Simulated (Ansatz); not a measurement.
# SiBrF: basis-set convergence

One table from this session's results is given with a row withheld; the runs are named, their logs left out.

Computed with Ansatz 0.2.0, Gaussian basis. Level: one geometry, several basis sets.

The runs, in order: PBE0-D4/def2-SVP; ωB97M-V/def2-SVP; PBE0-D4/def2-QZVPP; ωB97M-V/def2-QZVPP; the functionals' def2-TZVPP values are taken from earlier runs.

## Structure used throughout

The geometry comes from an earlier relaxation with PBE0-D4 in a triple-zeta def2 set; it is a stationary point.

SMILES `F[Si]Br`, 3 atoms, charge 0, spin multiplicity 1.

Atoms are counted from 1 here; the program's logs count them from 0.

Bond lengths: F1–Si2 1.603 Å, Si2–Br3 2.255 Å. Angles: F1–Si2–Br3 100.7°.

The first run:

in.yaml

```yaml
crystal:
  periodic: [false, false, false]
  atoms:
    - {symbol: F, position_ang: [0.346845, 1.310735, 0.323729]}
    - {symbol: Si, position_ang: [-0.697849, 0.297052, -0.346606]}
    - {symbol: Br, position_ang: [0.340005, -1.672587, 0.009576]}
basis:
  gaussian: {orbitals: def2-SVP}
hamiltonian: {xc: pbe0, dispersion: d4}
output: {orbitals: {seedname: orbitals}}
```

The run is started by

```sh
ansatz run in.yaml --threads 4 --pin off --events-out ev --progress --plain --max-ram 10444MiB
```

Steps of the session up to this table: PBE0-D4 in def2-SVP; ωB97M-V in def2-SVP; PBE0-D4 in def2-QZVPP; ωB97M-V in def2-QZVPP.

One of the session's tables, all rows but one given; the rest of the session is left out.

It belongs to the step «Density functionals: the series». 

```
functional       basis  HOMO (eV)  LUMO (eV)
   PBE0-D4    def2-SVP      -7.76      -2.60
   PBE0-D4  def2-TZVPP      -7.84      -2.66
   PBE0-D4  def2-QZVPP      -7.86      -2.70
   ωB97M-V    def2-SVP      -9.78      -0.48
   ωB97M-V  def2-TZVPP      -9.88      -0.63
   ωB97M-V  def2-QZVPP          ?          ?
```

Q: Estimate the row for ωB97M-V, def2-QZVPP from the others.

As computed: HOMO (eV): -9.92; LUMO (eV): -0.70. In the column «HOMO (eV)» it is the lowest.
